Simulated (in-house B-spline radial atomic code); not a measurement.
# Ge⁹⁺: ionisation energy by several methods

An exercise on one series of results from a longer session: the logs are not shown, and one member is left open.

Program: in-house B-spline radial atomic code version 1. Level of theory: scalar-relativistic (X2C), several functionals, spin-polarised; spherical all-electron atom at the radial basis limit. These are calculated values, not measurements, unless marked.

**The system**

- element: germanium (Z = 32)
- charge: +9
- electrons: 23
- configuration: [Ar] 3d5
- nucleus: Fermi, rms radius 4.074 fm

The outer shells:

[Ar] 3d5
```
[Ar] core
3d [↑ ][↑ ][↑ ][↑ ][↑ ]
```

Where spins are not typed, each open shell is filled with up spins first.

Set-up of the first run:

Settings of the run:

```ini
Z = 32
electrons = 23.0
configuration = [Ar] 3d5
hamiltonian = x2c
method = lda,pw
spin_polarised = True
nucleus = fermi
rms_radius = 4.0742
mass_number = 74
atomic_mass = 73.92117776
speed_of_light = 137.035999084
```

Among the steps run: LDA (PW92); Hartree-Fock; revTPSS, a meta-GGA; SCAN, a meta-GGA; PBEsol, a GGA; BLYP, a GGA; OLYP, a GGA; PW91, a GGA.

One of the session's tables, all rows but one given; the rest of the session is left out.

```
      method  ΔSCF (eV)
  LDA (PW92)          ?
      PBEsol     252.09
        BLYP     252.01
        OLYP     253.45
        PW91     252.34
     revTPSS     252.06
        SCAN     253.56
Hartree-Fock     252.09
```

Estimate the missing values for LDA (PW92).

**Answer.** ΔSCF (eV): 252.31. In the column «ΔSCF (eV)» it lies between Hartree-Fock (252.09) and PW91 (252.34).
